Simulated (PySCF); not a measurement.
# A diatomic session: CdC−

What are the lowest state that PBE0 finds, the bond length, vibrational wavenumber and bond energy of CdC−, and how much do these hang on the method?

Computed with PySCF 2.14.0. Level: Cd def2-SVPD with ECP28, C def2-SVPD, scalar-relativistic core potentials.

3 further runs of the same task are left out: 3 set aside as unsound or not needed.

## Step 1: The job

The job is set up so:

```json
{
 "atoms": "Cd, C",
 "charge": "-1",
 "basis": "Cd def2-SVPD with ECP28, C def2-SVPD",
 "Hamiltonian": "scalar-relativistic core potentials",
 "basis functions": "54",
 "electrons treated": "27",
 "masses in u": "113.9034, 12.0000",
 "levels": "PBE0, PBE, r²SCAN, B3LYP, MN15, M06-L, LC-ωPBE, HF, MP2, SCS-MP2",
 "grid": "80 radial by 434 angular points",
 "occupations": "held fixed by the projection of orbital angular momentum",
 "dissociation limit": "Cd + C−, each in its ground configuration",
 "starting distance in angstrom": "2.210",
 "values of 2S to try": "1, 3"
}
```

Run with:

```sh
> OMP_NUM_THREADS=1 python dia.py task.json out
```

After this run come: PBE0 along the bond; PBE; r²SCAN; B3LYP (global hybrid GGA); MN15 (hybrid meta-GGA); M06-L (meta-GGA); LC-ωPBE (range-separated hybrid); UHF (mean field).

Q: Predict the outcome of this session. Wanted: for each run, Re; ωe; De; μ.

As calculated:

Lowest PBE0 solution found, without spin–orbit coupling: ⁴Σ⁻ (quartet), unpaired electrons σ ↑, π ↑↑.

| level | Re (Å) | ωe (cm⁻¹) | De (eV) | μ (D) |
| --- | --- | --- | --- | --- |
| UHF | 2.463 | 280.5 | 1.06 | -3.33 |
| UHF-MP2 | 2.362 | 310 | 1.33 | n/a |
| UHF-SCS-MP2 | 2.384 | 300 | 1.23 | n/a |
| PBE | 2.280 | 331 | 1.81 | -3.12 |
| r²SCAN | 2.285 | 335 | 1.69 | -3.05 |
| M06-L | 2.344 | 310 | 1.54 | -3.12 |
| B3LYP | 2.334 | 306 | 1.56 | -3.42 |
| PBE0 | 2.302 | 325 | 1.60 | -3.19 |
| MN15 | 2.299 | 332 | 1.81 | -2.94 |
| LC-ωPBE | 2.291 | 334 | 1.49 | -2.98 |

De is counted to Cd + C− in their ground configurations. A positive dipole points from Cd to C; in an ion it is taken about the centre of mass and does not tell which atom is negative.

What this shows: The methods spread over 0.184 Å in bond length, from PBE to UHF. Among the levels with a De in the table, it runs from 1.06 eV (UHF) to 1.81 eV (PBE).

Correlated steps freeze 1 core orbital. With some functionals the highest level of the anion is positive, from self-interaction error or because the anion is truly unbound there; the finite basis then holds the extra electron, and no neutral molecule was run to test the binding. Spin–orbit coupling is left out.
